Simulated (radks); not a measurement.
**Cu⁴⁺ in [Ar] 3d5 4f2: an all-electron calculation**

The task here is to estimate one member of a computed series from the others.

Program: radks (a radial shooting solver on a logarithmic mesh, Libxc functionals) version 1. Level of theory: scalar-relativistic Kohn-Sham, PBEsol, spin-polarised, spherical densities, finite nucleus; open shells are filled with parallel spins first. These are calculated values, not measurements, unless marked.

### The system

| Quantity | Value |
| --- | --- |
| element | copper (Z = 29) |
| charge | +4 |
| electrons | 25 |
| configuration | [Ar] 3d5 4f2 |
| nuclear rms radius | 3.8823 fm |

Outer shells as boxes (Hund's rule):

Cu⁴⁺
```
[Ar] core
3d [↑ ][↑ ][↑ ][↑ ][↑ ]
4f [↑ ][↑ ][  ][  ][  ][  ][  ]
```

The first run:

The run's settings:

```text
Z 29
configuration [Ar] 3d5 4f2
relativity scalar-relativistic
functional pbe_sol,pbe_sol
spin polarised
nucleus finite rms 3.8823 fm
c 137.035999084
```

One table of the session follows, with a row left open; its other results are not shown here.

It belongs to the step «Shells». Sizes of the orbitals, from the radial functions (bohr):

| level | <r> | outermost maximum (interpolated) | 90 % within | nodes |
| --- | --- | --- | --- | --- |
| 1s up | 0.05217 | 0.0341 | 0.0932 | 0 |
| 1s down | 0.05217 | 0.0341 | 0.0932 | 0 |
| 2s up | 0.2355 | 0.197 | 0.365 | 1 |
| 2s down | 0.2350 | 0.197 | 0.364 | 1 |
| 2p up | 0.2068 | 0.158 | 0.338 | 0 |
| 2p down | 0.2062 | 0.158 | 0.337 | 0 |
| 3s up | 0.6828 | 0.603 | 1.01 | 2 |
| 3s down | 0.6865 | 0.605 | 1.02 | 2 |
| 3p up | 0.7002 | 0.604 | 1.06 | 1 |
| 3p down | 0.7057 | 0.606 | 1.07 | 1 |
| 3d up | ? | ? | ? | ? |
| 3d down | 0.7400 | 0.557 | 1.20 | 0 |
| 4f up | 2.993 | 2.67 | 4.40 | 0 |

Q: Estimate the row for 3d up from the others.

**Answer.** <r>: 0.7251; outermost maximum (interpolated): 0.550; 90 % within: 1.17; nodes: 0. In the column «<r>» it lies between 3p down (0.7057) and 3d down (0.7400).
